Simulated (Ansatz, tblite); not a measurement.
# C₅H₁₄OSn: isomers side by side, part 2 of 3

Aim: relax some chosen isomers of C₅H₁₄OSn, and see how the levels of theory order them.

Ansatz 0.2.0, Gaussian basis; relaxed with PBE-D4/def2-SVP, singlet. The steps go on from the part before.

## 4. Relaxing candidate C

The input, in.yaml:

```yaml
crystal:
  periodic: [false, false, false]
  atoms:
    - {symbol: C, position_ang: [-0.822050, 3.345690, -0.637590]}
    - {symbol: C, position_ang: [-0.013460, -1.042200, 0.013760]}
    - {symbol: C, position_ang: [-0.110280, -1.352420, 1.506410]}
    - {symbol: C, position_ang: [-1.061000, -1.854300, -0.754780]}
    - {symbol: C, position_ang: [1.384360, -1.388490, -0.495140]}
    - {symbol: O, position_ang: [-0.326840, 0.301240, -0.240630]}
    - {symbol: Sn, position_ang: [0.533940, 1.983700, 0.313080]}
    - {symbol: H, position_ang: [0.619670, 2.067120, 2.009550]}
    - {symbol: H, position_ang: [2.143790, 2.020030, -0.232750]}
    - {symbol: H, position_ang: [-0.566930, 4.372380, -0.402790]}
    - {symbol: H, position_ang: [-1.829740, 3.136410, -0.295480]}
    - {symbol: H, position_ang: [-0.778200, 3.201280, -1.711650]}
    - {symbol: H, position_ang: [0.034840, -2.413580, 1.686760]}
    - {symbol: H, position_ang: [0.652240, -0.794310, 2.047680]}
    - {symbol: H, position_ang: [-1.087180, -1.055620, 1.878520]}
    - {symbol: H, position_ang: [-2.054240, -1.593220, -0.400400]}
    - {symbol: H, position_ang: [-0.896840, -2.919070, -0.614950]}
    - {symbol: H, position_ang: [-0.999570, -1.616040, -1.812960]}
    - {symbol: H, position_ang: [2.130000, -0.835590, 0.074780]}
    - {symbol: H, position_ang: [1.470580, -1.110840, -1.542400]}
    - {symbol: H, position_ang: [1.576900, -2.452160, -0.389030]}
basis:
  gaussian: {orbitals: def2-SVP}
hamiltonian: {xc: pbe, dispersion: d4}
scf: {lower_state_search: "off"}
output: {orbitals: {seedname: orbitals}}
relax: {f_tol: 0.02, max_steps: 100}
```

On the command line:

```sh
ansatz run in.yaml --threads 4 --pin off --events-out ev --progress --plain --max-ram 4787MiB
```

Log:

```text
Functional definition: PBE
  name "PBE"
  cite "Perdew, Burke & Ernzerhof, Phys. Rev. Lett. 77, 3865 (1996) doi:10.1103/PhysRevLett.77.3865"
  parent pbe
  parameter kappa = 0.804
  parameter beta = 0.06672455060314922
  exchange = pbe_x(kappa = kappa, mu = beta*pi^2/3)
  correlation = pbe_c(beta = beta)
these checks for a lower state are left out or cut short: stability, starts, cluster_reference, orbital_swaps, neighbouring_geometries, increment
2036 factors; their error is unknown
mean field evaluation 1: about -13252.5681 eV, gradient 9.8e1 eV
mean field evaluation 2: about -13157.4366 eV, gradient 2.1e2 eV
mean field evaluation 4: about -13275.6116 eV, gradient 1.6e1 eV
mean field evaluation 8: about -13276.1090 eV, gradient 9.4e-2 eV
mean field evaluation 16: about -13276.0328 eV, gradient 2.2e-4 eV
mean field -13276.03281751 eV, -487.8852072251 hartree, gradient 6.6e-6 eV, S^2 0.000000; 0 other end points of the search recorded, 0 dependent functions left out
the calculation of the forces begins
reference -13276.03286688 eV, -487.8852090396 hartree; 37, 37 occupied and 143, 143 virtual orbitals, 2036 factors
relax step   1: F+E_penalty+E_count = -13276.54122173 eV  Δ(F+E_penalty+E_count) = +0.000e0 eV  max|allowed force component| = 7.577e-1 eV/Å  Δτ_max = 0.0000 Å  (19 SCF iters, accepted)
these checks for a lower state are left out or cut short: stability, starts, cluster_reference, orbital_swaps, neighbouring_geometries, increment
2036 factors; their error is unknown
mean field -13276.19148969 eV, -487.8910383205 hartree, gradient 1.7e-6 eV, S^2 0.000000; 0 other end points of the search recorded, 0 dependent functions left out
the calculation of the forces begins
reference -13276.19153900 eV, -487.8910401326 hartree; 37, 37 occupied and 143, 143 virtual orbitals, 2036 factors
relax step   2: F+E_penalty+E_count = -13276.69474259 eV  Δ(F+E_penalty+E_count) = -1.535e-1 eV  max|allowed force component| = 2.943e-1 eV/Å  Δτ_max = 0.1509 Å  (21 SCF iters, accepted)
these checks for a lower state are left out or cut short: stability, starts, cluster_reference, orbital_swaps, neighbouring_geometries, increment
2036 factors; their error is unknown
mean field evaluation 32: about -13276.2228 eV, gradient 3.1e-1 eV
mean field -13276.22306594 eV, -487.8921987262 hartree, gradient 1.6e-6 eV, S^2 0.000000; 0 other end points of the search recorded, 0 dependent functions left out
the calculation of the forces begins
reference -13276.22311559 eV, -487.8922005506 hartree; 37, 37 occupied and 143, 143 virtual orbitals, 2036 factors
relax step   3: F+E_penalty+E_count = -13276.72571496 eV  Δ(F+E_penalty+E_count) = -3.097e-2 eV  max|allowed force component| = 1.470e-1 eV/Å  Δτ_max = 0.0723 Å  (21 SCF iters, accepted)
these checks for a lower state are left out or cut short: stability, starts, cluster_reference, orbital_swaps, neighbouring_geometries, increment
2036 factors; their error is unknown
mean field -13276.22664835 eV, -487.8923303773 hartree, gradient 1.6e-6 eV, S^2 0.000000; 0 other end points of the search recorded, 0 dependent functions left out
the calculation of the forces begins
reference -13276.22669802 eV, -487.8923322026 hartree; 37, 37 occupied and 143, 143 virtual orbitals, 2036 factors
relax step   4: F+E_penalty+E_count = -13276.72975641 eV  Δ(F+E_penalty+E_count) = -4.041e-3 eV  max|allowed force component| = 9.360e-2 eV/Å  Δτ_max = 0.0315 Å  (21 SCF iters, accepted)
these checks for a lower state are left out or cut short: stability, starts, cluster_reference, orbital_swaps, neighbouring_geometries, increment
2036 factors; their error is unknown
mean field -13276.22659345 eV, -487.8923283595 hartree, gradient 1.6e-6 eV, S^2 0.000000; 0 other end points of the search recorded, 0 dependent functions left out
the calculation of the forces begins
reference -13276.22664301 eV, -487.8923301810 hartree; 37, 37 occupied and 143, 143 virtual orbitals, 2036 factors
relax step   5: F+E_penalty+E_count = -13276.73158111 eV  Δ(F+E_penalty+E_count) = -1.825e-3 eV  max|allowed force component| = 5.921e-2 eV/Å  Δτ_max = 0.0730 Å  (20 SCF iters, accepted)
these checks for a lower state are left out or cut short: stability, starts, cluster_reference, orbital_swaps, neighbouring_geometries, increment
2036 factors; their error is unknown
mean field -13276.22864448 eV, -487.8924037337 hartree, gradient 1.6e-6 eV, S^2 0.000000; 0 other end points of the search recorded, 0 dependent functions left out
the calculation of the forces begins
reference -13276.22869407 eV, -487.8924055560 hartree; 37, 37 occupied and 143, 143 virtual orbitals, 2036 factors
relax step   6: F+E_penalty+E_count = -13276.73313968 eV  Δ(F+E_penalty+E_count) = -1.559e-3 eV  max|allowed force component| = 1.985e-2 eV/Å  Δτ_max = 0.0345 Å  (21 SCF iters, accepted)
Total energy: -13276.73318927 eV, -487.9109454126 hartree
Atom 0 at    -0.774421     3.436041    -0.595462 Å, force     0.005364    -0.016539     0.000707 eV/Å
Atom 1 at    -0.037295    -1.073547    -0.009833 Å, force    -0.003435    -0.013273     0.005431 eV/Å
Atom 2 at    -0.128200    -1.321172     1.505841 Å, force    -0.003160     0.002470     0.000365 eV/Å
Atom 3 at    -1.053808    -1.957999    -0.749811 Å, force    -0.001499    -0.002833    -0.001749 eV/Å
Atom 4 at     1.385359    -1.372017    -0.513142 Å, force    -0.000931     0.001512    -0.001575 eV/Å
Atom 5 at    -0.421290     0.265301    -0.328753 Å, force    -0.003667     0.019847    -0.002217 eV/Å
Atom 6 at     0.510597     1.949743     0.294985 Å, force    -0.014123     0.002764    -0.009993 eV/Å
Atom 7 at     0.522948     2.018661     2.031500 Å, force     0.002413     0.002752     0.003082 eV/Å
Atom 8 at     2.132482     1.994028    -0.326983 Å, force     0.004269     0.003476    -0.000412 eV/Å
Atom 9 at    -0.446431     4.452790    -0.307430 Å, force     0.005197     0.007524     0.004154 eV/Å
Atom 10 at    -1.811308     3.269703    -0.247180 Å, force     0.006071    -0.003619    -0.001784 eV/Å
Atom 11 at    -0.738702     3.334995    -1.696610 Å, force    -0.001047    -0.003233     0.005804 eV/Å
Atom 12 at     0.083972    -2.379839     1.759507 Å, force     0.000942    -0.005250     0.002955 eV/Å
Atom 13 at     0.602790    -0.693781     2.058213 Å, force    -0.002450     0.002589    -0.000055 eV/Å
Atom 14 at    -1.143046    -1.070279     1.874665 Å, force     0.001482     0.001562    -0.001979 eV/Å
Atom 15 at    -2.080070    -1.720417    -0.406023 Å, force     0.002824    -0.001180    -0.001116 eV/Å
Atom 16 at    -0.859706    -3.035590    -0.575003 Å, force     0.000329    -0.002474     0.000293 eV/Å
Atom 17 at    -1.003735    -1.758862    -1.838639 Å, force    -0.000905    -0.000853     0.000323 eV/Å
Atom 18 at     2.136701    -0.749116     0.016993 Å, force    -0.001307     0.005953    -0.002712 eV/Å
Atom 19 at     1.462406    -1.154803    -1.597429 Å, force    -0.000264     0.003901     0.000387 eV/Å
Atom 20 at     1.660747    -2.433833    -0.349415 Å, force     0.003898    -0.005097     0.000091 eV/Å
Dipole moment:     0.102129     0.172129     0.073333 e Å
Checks for a lower state left out: stability, starts, cluster_reference, orbital_swaps, neighbouring_geometries, increment
```

Run time: 6 s. Hardware: 4 threads of AMD EPYC 9R45, shared host.

Relaxation path:

```tsv
step	energy from step 1 (eV)	largest force component (eV/Å)
1	0.0000	0.7577
2	-0.1535	0.2943
3	-0.1845	0.1470
4	-0.1885	0.0936
5	-0.1904	0.0592
6	-0.1919	0.0198
```

Distances of close pairs at the start and the end, largest changes first:

```tsv
bond	before (Å)	after (Å)	change (Å)
O6–Sn7	1.969	2.024	+0.054
Sn7–H9	1.700	1.738	+0.037
Sn7–H8	1.701	1.738	+0.037
C2–O6	1.403	1.429	+0.026
C3–H13	1.086	1.109	+0.023
C5–H21	1.086	1.109	+0.023
C1–H10	1.084	1.106	+0.023
C4–H17	1.086	1.109	+0.022
```

## 5. The relaxed candidates

```tsv
candidate	point group	bonds (count, mean Å)	energy above the lowest (kcal/mol)
A	C1	C–Sn 2, 2.17; C–C 2, 1.53; C–O 1, 1.42; O–Sn 1, 2.03; C–H 13, 1.11; H–Sn 1, 1.74	1.5
B	C1	C–Sn 3, 2.17; C–O 1, 1.41; O–Sn 1, 2.03; C–C 1, 1.52; C–H 14, 1.11	0.0
C	C1	C–C 3, 1.54; O–Sn 1, 2.02; C–O 1, 1.43; C–Sn 1, 2.16; C–H 12, 1.11; H–Sn 2, 1.74	4.0
```

## 6. Candidate A, GFN1-xTB

Tight binding, by tblite at 300 K electronic temperature and without a spin-polarisation term:

```python
tblite.interface.Calculator('GFN1-xTB', numbers, positions, charge=0, uhf=0).singlepoint()
```

Energy -688.5475 eV, HOMO -11.68 eV, LUMO -6.53 eV; 0.011 s.

## 7. Candidate A, GFN2-xTB

Tight binding, by tblite at 300 K electronic temperature and without a spin-polarisation term:

```python
tblite.interface.Calculator('GFN2-xTB', numbers, positions, charge=0, uhf=0).singlepoint()
```

Energy -652.0849 eV, HOMO -10.55 eV, LUMO -6.14 eV; 0.008 s.

## 8. Candidate A, PBE0-D4/def2-TZVP

start.molden holds the orbitals of an earlier run on this state, given as this run's starting guess.

The input, in.yaml:

```yaml
crystal:
  periodic: [false, false, false]
  atoms:
    - {symbol: C, position_ang: [2.980585, 0.960785, -0.763229]}
    - {symbol: C, position_ang: [-0.170518, 2.668852, -0.513499]}
    - {symbol: C, position_ang: [-0.720794, -1.361683, 0.543361]}
    - {symbol: C, position_ang: [-0.925079, -2.768464, -0.020486]}
    - {symbol: C, position_ang: [-2.039110, -0.581533, 0.618097]}
    - {symbol: O, position_ang: [0.233296, -0.717162, -0.286788]}
    - {symbol: Sn, position_ang: [1.068996, 1.054623, 0.238872]}
    - {symbol: H, position_ang: [1.180723, 1.052139, 1.978747]}
    - {symbol: H, position_ang: [3.480415, 1.948284, -0.737327]}
    - {symbol: H, position_ang: [2.813303, 0.662866, -1.816066]}
    - {symbol: H, position_ang: [3.625910, 0.208347, -0.272238]}
    - {symbol: H, position_ang: [-1.142481, 2.685419, 0.014847]}
    - {symbol: H, position_ang: [-0.347824, 2.509042, -1.594573]}
    - {symbol: H, position_ang: [0.342304, 3.639999, -0.368102]}
    - {symbol: H, position_ang: [-0.327290, -1.464744, 1.589815]}
    - {symbol: H, position_ang: [-1.327782, -2.706958, -1.052851]}
    - {symbol: H, position_ang: [-1.630588, -3.357097, 0.600885]}
    - {symbol: H, position_ang: [0.042766, -3.305701, -0.064278]}
    - {symbol: H, position_ang: [-1.888777, 0.419733, 1.075327]}
    - {symbol: H, position_ang: [-2.452229, -0.432985, -0.401499]}
    - {symbol: H, position_ang: [-2.795825, -1.113760, 1.231005]}
basis:
  gaussian: {orbitals: def2-TZVP, initial_orbitals: start.molden}
hamiltonian: {xc: pbe0, dispersion: d4}
scf: {omitted_lower_state_checks: [starts]}
output: {orbitals: {seedname: orbitals}}
```

The command is unchanged.

Log, shortened:

```text
Functional definition: PBE0
  name "PBE0"
  cite "Adamo & Barone, J. Chem. Phys. 110, 6158 (1999) doi:10.1063/1.478522"
  cite "Perdew, Burke & Ernzerhof, Phys. Rev. Lett. 77, 3865 (1996) doi:10.1103/PhysRevLett.77.3865"
  parent pbe
[...]
2128 factors; their error is unknown
[...]
mean field -13286.45465935 eV, -488.2682028489 hartree, gradient 1.3e-5 eV, S^2 0.000000; 0 other end points of the search recorded, 0 dependent functions left out
reference -13286.45470560 eV, -488.2682045483 hartree; 37, 37 occupied and 283, 283 virtual orbitals, 2128 factors
Total energy: -13286.85637783 eV, -488.2829657306 hartree
Checks for a lower state left out: starts
```

Wall time 4.7 s (4 threads of AMD EPYC 9R45, shared host); peak memory 1.4 GiB.

HOMO -7.05 eV, LUMO 0.26 eV.

## 9. Candidate A, PBE-D4/def2-TZVP

Edit in.yaml of step 8 so:

```diff
@@ -26,4 +26,4 @@
   gaussian: {orbitals: def2-TZVP, initial_orbitals: start.molden}
-hamiltonian: {xc: pbe0, dispersion: d4}
+hamiltonian: {xc: pbe, dispersion: d4}
 scf: {omitted_lower_state_checks: [starts]}
-output: {orbitals: {seedname: orbitals}}
+output: {forces: true, orbitals: {seedname: orbitals}}
```

Launched as before.

Log, shortened:

```text
Functional definition: PBE
  name "PBE"
  cite "Perdew, Burke & Ernzerhof, Phys. Rev. Lett. 77, 3865 (1996) doi:10.1103/PhysRevLett.77.3865"
  parent pbe
[...]
2055 factors; their error is unknown
[...]
mean field -13285.17425704 eV, -488.2211489319 hartree, gradient 1.1e-5 eV, S^2 0.000000; 0 other end points of the search recorded, 0 dependent functions left out
[...]
Atom 17 at     0.042766    -3.305701    -0.064278 Å, force    -0.255467     0.136243     0.025431 eV/Å
Atom 18 at    -1.888777     0.419733     1.075327 Å, force    -0.025493    -0.259374    -0.110209 eV/Å
Atom 19 at    -2.452229    -0.432985    -0.401499 Å, force     0.105080    -0.046061     0.260716 eV/Å
Atom 20 at    -2.795825    -1.113760     1.231005 Å, force     0.209123     0.115811    -0.155876 eV/Å
Dipole moment:     0.075789     0.312802     0.064188 e Å
Checks for a lower state left out: starts
```

Run time: 2.5 s. Hardware: 4 threads of AMD EPYC 9R45, shared host; peak memory 0.55 GiB.

Report: HOMO -5.57 eV, LUMO -0.67 eV.

## 10. Candidate A, r2SCAN-D4/def2-TZVP

Edit in.yaml of step 9 so:

```diff
@@ -26,4 +26,4 @@
   gaussian: {orbitals: def2-TZVP, initial_orbitals: start.molden}
-hamiltonian: {xc: pbe, dispersion: d4}
+hamiltonian: {xc: r2scan, dispersion: d4}
 scf: {omitted_lower_state_checks: [starts]}
-output: {forces: true, orbitals: {seedname: orbitals}}
+output: {orbitals: {seedname: orbitals}}
```

Same command.

Log, shortened:

```text
Functional definition: r2SCAN
  name "r2SCAN"
  cite "Furness, Kaplan, Ning, Perdew & Sun, J. Phys. Chem. Lett. 11, 8208 (2020) doi:10.1021/acs.jpclett.0c02405"
  cite "Furness, Kaplan, Ning, Perdew & Sun, J. Phys. Chem. Lett. 11, 9248 (2020) doi:10.1021/acs.jpclett.0c03077"
  parent r2scan
[...]
2055 factors; their error is unknown
[...]
mean field -13293.07082166 eV, -488.5113423291 hartree, gradient 2.7e-5 eV, S^2 0.000000; 0 other end points of the search recorded, 0 dependent functions left out
reference -13293.07083975 eV, -488.5113429936 hartree; 37, 37 occupied and 283, 283 virtual orbitals, 2055 factors
Total energy: -13293.19890459 eV, -488.5160492900 hartree
Checks for a lower state left out: starts
```

Run time: 3.1 s. Hardware: 4 threads of AMD EPYC 9R45, shared host; peak memory 0.6 GiB.

HOMO -5.86 eV, LUMO -0.32 eV.

## 11. Candidate A, PBE-QIDH/def2-TZVP

Edit in.yaml of step 10 so:

```diff
@@ -26,4 +26,3 @@
   gaussian: {orbitals: def2-TZVP, initial_orbitals: start.molden}
-hamiltonian: {xc: r2scan, dispersion: d4}
+hamiltonian: {xc: {name: PBE-QIDH}}
 scf: {omitted_lower_state_checks: [starts]}
-output: {orbitals: {seedname: orbitals}}
```

Launched as before.

Log, shortened:

```text
Functional definition: PBE-QIDH
  name "PBE-QIDH"
  cite "Brémond, Sancho-García, Pérez-Jiménez & Adamo, J. Chem. Phys. 141, 031101 (2014) doi:10.1063/1.4890314"
  cite "Perdew, Burke & Ernzerhof, Phys. Rev. Lett. 77, 3865 (1996) doi:10.1103/PhysRevLett.77.3865"
[...]
2373 factors; integrals over basis functions are off by at most 1.3e-3 eV
[...]
mean field -13265.30388378 eV, -487.4909261830 hartree, gradient 1.8e-6 eV, S^2 0.000000; 0 other end points of the search recorded, 0 dependent functions left out
10 core orbitals not correlated: weight in the atoms' cores, before any rotation towards them, 1.000 or more for the frozen orbitals, at most 0.000 for the correlated occupied ones
reference -13265.30390196 eV, -487.4909268512 hartree; 27, 27 occupied and 283, 283 virtual orbitals, 2373 factors
second order -43.64699556 eV of doubles, -0.00000000 eV of singles
Total energy: -13279.85290048 eV, -488.0255926851 hartree
Checks for a lower state left out: starts
```

It took 6 s on 4 threads of AMD EPYC 9R45, shared host; peak memory 1.3 GiB.

## 12. Candidate A, r2SCAN0-D4/def2-TZVP

Edit in.yaml of step 11 so:

```diff
@@ -26,3 +26,4 @@
   gaussian: {orbitals: def2-TZVP, initial_orbitals: start.molden}
-hamiltonian: {xc: {name: PBE-QIDH}}
+hamiltonian: {xc: {name: r2SCAN0}, dispersion: d4}
 scf: {omitted_lower_state_checks: [starts]}
+output: {orbitals: {seedname: orbitals}}
```

Same command.

Log, shortened:

```text
Functional definition: r2SCAN0
  name "r2SCAN0"
  cite "Bursch, Neugebauer, Ehlert & Grimme, J. Chem. Phys. 156, 134105 (2022) doi:10.1063/5.0086040"
  cite "Furness, Kaplan, Ning, Perdew & Sun, J. Phys. Chem. Lett. 11, 8208 (2020) doi:10.1021/acs.jpclett.0c02405"
  cite "Furness, Kaplan, Ning, Perdew & Sun, J. Phys. Chem. Lett. 11, 9248 (2020) doi:10.1021/acs.jpclett.0c03077"
  parent r2scan
[...]
2128 factors; their error is unknown
[...]
mean field -13291.50109047 eV, -488.4536557719 hartree, gradient 2.0e-5 eV, S^2 0.000000; 0 other end points of the search recorded, 0 dependent functions left out
reference -13291.50110480 eV, -488.4536562983 hartree; 37, 37 occupied and 283, 283 virtual orbitals, 2128 factors
Total energy: -13291.65004818 eV, -488.4591298665 hartree
Checks for a lower state left out: starts
```

Run time: 4.2 s. Hardware: 4 threads of AMD EPYC 9R45, shared host; peak memory 1.3 GiB.

Report: HOMO -7.26 eV, LUMO 0.51 eV.

## 13. Candidate A, LC-ωPBE/def2-TZVP

Edit in.yaml of step 12 so:

```diff
@@ -26,3 +26,3 @@
   gaussian: {orbitals: def2-TZVP, initial_orbitals: start.molden}
-hamiltonian: {xc: {name: r2SCAN0}, dispersion: d4}
+hamiltonian: {xc: {name: LC-wPBE}}
 scf: {omitted_lower_state_checks: [starts]}
```

Same command.

Log, shortened:

```text
Functional definition: LC-wPBE
  name "LC-wPBE"
  cite "Vydrov & Scuseria, J. Chem. Phys. 125, 234109 (2006) doi:10.1063/1.2409292"
  cite "Heyd & Scuseria, J. Chem. Phys. 120, 7274 (2004) doi:10.1063/1.1668634"
  cite "Ernzerhof & Perdew, J. Chem. Phys. 109, 3313 (1998) doi:10.1063/1.476928"
  cite "Perdew, Burke & Ernzerhof, Phys. Rev. Lett. 77, 3865 (1996) doi:10.1103/PhysRevLett.77.3865"
  parent pbe
[...]
2055 factors; their error is unknown
729 factors; integrals over basis functions are off by at most 1.5e-5 eV
[...]
mean field -13291.93984020 eV, -488.4697795268 hartree, gradient 2.1e-5 eV, S^2 0.000000; 0 other end points of the search recorded, 0 dependent functions left out
reference -13291.93984021 eV, -488.4697795271 hartree; 37, 37 occupied and 283, 283 virtual orbitals, 2055 factors
Total energy: -13291.93984021 eV, -488.4697795271 hartree
Checks for a lower state left out: starts
```

Wall time 2.6 s (4 threads of AMD EPYC 9R45, shared host); peak memory 0.89 GiB.

HOMO -9.76 eV, LUMO 2.22 eV.

## 14. Candidate A, PBE-D4/def2-SVP

Edit in.yaml of step 13 so:

```diff
@@ -25,4 +25,4 @@
 basis:
-  gaussian: {orbitals: def2-TZVP, initial_orbitals: start.molden}
-hamiltonian: {xc: {name: LC-wPBE}}
+  gaussian: {orbitals: def2-SVP, initial_orbitals: start.molden}
+hamiltonian: {xc: pbe, dispersion: d4}
 scf: {omitted_lower_state_checks: [starts]}
```

The command is unchanged.

Log, shortened:

```text
Functional definition: PBE
  name "PBE"
  cite "Perdew, Burke & Ernzerhof, Phys. Rev. Lett. 77, 3865 (1996) doi:10.1103/PhysRevLett.77.3865"
  parent pbe
[...]
2036 factors; their error is unknown
[...]
mean field -13276.37691526 eV, -487.8978525841 hartree, gradient 1.3e-5 eV, S^2 0.000000; 0 other end points of the search recorded, 0 dependent functions left out
reference -13276.37696500 eV, -487.8978544123 hartree; 37, 37 occupied and 143, 143 virtual orbitals, 2036 factors
Total energy: -13276.84435189 eV, -487.9150305635 hartree
Checks for a lower state left out: starts
```

Wall time 1.1 s (4 threads of AMD EPYC 9R45, shared host).

HOMO -5.35 eV, LUMO -0.34 eV.

## 15. Candidate A, PBE0-D4/def2-SVP

Edit in.yaml of step 14 so:

```diff
@@ -26,3 +26,3 @@
   gaussian: {orbitals: def2-SVP, initial_orbitals: start.molden}
-hamiltonian: {xc: pbe, dispersion: d4}
+hamiltonian: {xc: pbe0, dispersion: d4}
 scf: {omitted_lower_state_checks: [starts]}
```

The command is unchanged.

Log, shortened:

```text
Functional definition: PBE0
  name "PBE0"
  cite "Adamo & Barone, J. Chem. Phys. 110, 6158 (1999) doi:10.1063/1.478522"
  cite "Perdew, Burke & Ernzerhof, Phys. Rev. Lett. 77, 3865 (1996) doi:10.1103/PhysRevLett.77.3865"
  parent pbe
[...]
2099 factors; their error is unknown
[...]
mean field -13277.88155219 eV, -487.9531469717 hartree, gradient 9.8e-6 eV, S^2 0.000000; 0 other end points of the search recorded, 0 dependent functions left out
reference -13277.88159078 eV, -487.9531483898 hartree; 37, 37 occupied and 143, 143 virtual orbitals, 2099 factors
Total energy: -13278.28326302 eV, -487.9679095722 hartree
Checks for a lower state left out: starts
```

It took 1.4 s on 4 threads of AMD EPYC 9R45, shared host; peak memory 0.65 GiB.

From the report: HOMO -6.90 eV, LUMO 0.62 eV.

(Continued in part 3 of 3.)
